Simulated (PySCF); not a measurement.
# A diatomic session: PmB

One table from this session's results is given with a row withheld; the runs are named, their logs left out.

Program: PySCF 2.14.0. Level of theory: Pm x2c-SVPall, B x2c-SVPall, spin-free X2C with a Gaussian nucleus. These are calculated values, not measurements.

2 further runs of the same task are left out: 2 that didn't finish.

The first run:

A driver script around PySCF takes these settings:

```yaml
atoms: Pm, B
charge: 0
basis: Pm x2c-SVPall, B x2c-SVPall
Hamiltonian: spin-free X2C with a Gaussian nucleus
basis_functions: 99
electrons_treated: 66
masses_in_u: 144.9127, 11.0093
levels: PBE0, PBE, r²SCAN, HF, MP2, SCS-MP2
grid: 80 radial by 434 angular points
occupations: held fixed by the projection of orbital angular momentum
dissociation_limit: Pm + B, each in its ground configuration
starting_distance_in_angstrom: 2.355
values_of_2S_to_try: 4, 6, 8
```

Command:

```bash
$ OMP_NUM_THREADS=2 python dia.py task.json out
```

Steps of the session up to this table: The job; First curve: PBE0; Higher solutions at PBE0; PBE (GGA); r²SCAN; UHF (mean field).

One table of the session follows, with a row left open; its other results are not shown here.

| level | Re (Å) | ωe (cm⁻¹) | De (eV) |
| --- | --- | --- | --- |
| UHF | ? | ? | ? |
| UHF-MP2 | 2.321 | 621 | 1.38 |
| UHF-SCS-MP2 | 2.339 | 558 | 0.78 |
| PBE | 2.336 | 479 | 2.18 |
| r²SCAN | 2.327 | 493 | 2.55 |
| PBE0 | 2.324 | 474 | 1.74 |

**Question.** Estimate the row for UHF.

**Answer.** Re (Å): 2.420; ωe (cm⁻¹): 445; De (eV): 0.492. In the column «Re (Å)» it is the highest.

De is counted to Pm + B in their ground configurations.

To keep in mind: The state is the lowest single determinant that the PBE0 search found; with open d or f shells the true ground state can be another one.
